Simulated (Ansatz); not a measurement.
# C₂H₆BNS: one species, many methods

How much do the methods differ for C₂H₆BNS? The plan is to run it at one geometry with functionals of several rungs and with coupled cluster, and see how far each lands from CCSD(T) at the basis-set limit for the atomisation energy.

Method: functionals in def2-TZVPP, the program's frozen cores in correlated methods; program: Ansatz 0.2.0, Gaussian basis.

Plan: PBE-D4, r2SCAN-D4, PBE0-D4, B3LYP-D4, ωB97X-V, ωB97M-V, B2PLYP; CCSD(T)/def2-TZVPP; MP2/def2-QZVPP; extrapolation to the limit.

## Step 1: The geometry

The geometry comes from an earlier relaxation with PBE0-D4 in a triple-zeta def2 set; it is a stationary point, not always the lowest conformer.

11 atoms, charge 0, spin multiplicity 1.

Atoms are counted from 1 here; the program's logs count them from 0.

Bond lengths: B1–S2 1.867 Å, B1–C3 1.743 Å, B1–H6 1.199 Å, B1–H7 1.200 Å, S2–C3 1.771 Å, C3–C4 1.375 Å, C3–H8 1.086 Å, C4–N5 1.333 Å, C4–H9 1.085 Å, N5–H10 1.003 Å, N5–H11 1.005 Å. Angles: S2–B1–C3 58.6°, S2–B1–H6 120.5°, S2–B1–H7 116.5°, C3–B1–H6 107.1°, C3–B1–H7 118.8°, H6–B1–H7 119.5°, B1–S2–C3 57.2°, B1–C3–S2 64.2°, B1–C3–C4 99.2°, B1–C3–H8 113.6°, S2–C3–C4 120.2°, S2–C3–H8 119.4°, C4–C3–H8 119.7°, C3–C4–N5 125.6°, C3–C4–H9 118.4°, N5–C4–H9 116.0°, C4–N5–H10 120.5°, C4–N5–H11 120.5° and more.

Coordinates:

```xyz
11
charge 0, multiplicity 1
B    -0.2052    1.3740    0.9081
S    -1.6170    0.3938    1.6363
C    -0.2577   -0.3646    0.7923
C    -0.2773   -0.4932   -0.5770
N     0.6282   -1.1428   -1.3090
H     0.7495    1.6531    1.5770
H    -0.4528    2.0259   -0.0686
H     0.5164   -0.8628    1.3677
H    -1.0941   -0.0366   -1.1256
H     0.6437   -1.0418   -2.3071
H     1.4318   -1.5620   -0.8737
```

## Step 2: PBE-D4 (GGA)

File in.yaml:

```yaml
crystal:
  periodic: [false, false, false]
  atoms:
    - {symbol: B, position_ang: [-0.205230, 1.374019, 0.908149]}
    - {symbol: S, position_ang: [-1.617007, 0.393763, 1.636334]}
    - {symbol: C, position_ang: [-0.257748, -0.364642, 0.792298]}
    - {symbol: C, position_ang: [-0.277329, -0.493168, -0.576978]}
    - {symbol: N, position_ang: [0.628233, -1.142825, -1.309008]}
    - {symbol: H, position_ang: [0.749505, 1.653081, 1.577022]}
    - {symbol: H, position_ang: [-0.452839, 2.025912, -0.068617]}
    - {symbol: H, position_ang: [0.516385, -0.862795, 1.367661]}
    - {symbol: H, position_ang: [-1.094073, -0.036608, -1.125570]}
    - {symbol: H, position_ang: [0.643679, -1.041837, -2.307087]}
    - {symbol: H, position_ang: [1.431825, -1.562002, -0.873704]}
basis:
  gaussian: {orbitals: def2-TZVPP}
hamiltonian: {xc: pbe, dispersion: d4}
output: {forces: true, orbitals: {seedname: orbitals}}
```

Launch:

```
$ ansatz run in.yaml --threads 4 --pin off --events-out ev --progress --plain --max-ram 10444MiB
```

The runs that follow: r2SCAN-D4 (meta-GGA); PBE0-D4 (hybrid); B3LYP-D4 (hybrid); ωB97X-V (range-separated); ωB97M-V (range-separated); B2PLYP (double hybrid); CCSD(T) in def2-TZVPP; MP2 in def2-QZVPP.

Q: Predict the results of all the runs planned. Wanted: atomisation energy, CCSD(T)/CBS; farthest; mean size of error, hybrid; mean size of error, range-separated; gap, smallest and largest; T1 diagnostic; triples share of the correlation energy.

**Answer**, as computed:

| quantity | value |
| --- | --- |
| atomisation energy, CCSD(T)/CBS | 981.9 kcal/mol |
| functionals within 4.9 kcal/mol (0.5 %) | B2PLYP |
| farthest | PBE-D4 (+39.3 kcal/mol) |
| mean size of error, hybrid | 13.1 kcal/mol |
| mean size of error, range-separated | 10.1 kcal/mol |
| gap, smallest and largest | 3.10 eV (PBE-D4), 9.76 eV (ωB97X-V) |
| T1 diagnostic | 0.0137 |
| triples share of the correlation energy | 4.6 % |

What this shows: PBE-D4 is off by +39.3 kcal/mol. Double hybrids carry the basis error of their MP2 part in triple zeta, and no dispersion term here, so their miss is partly the set-up's. The reference freezes the cores and leaves out relativity and excitations past (T), so misses under about 4.9 kcal/mol can't be ranked. Hartree-Fock recovers 71 % of the binding; the rest is correlation. The gap grows from 3.1 to 9.8 eV across the functionals, mostly with the share of exact exchange.
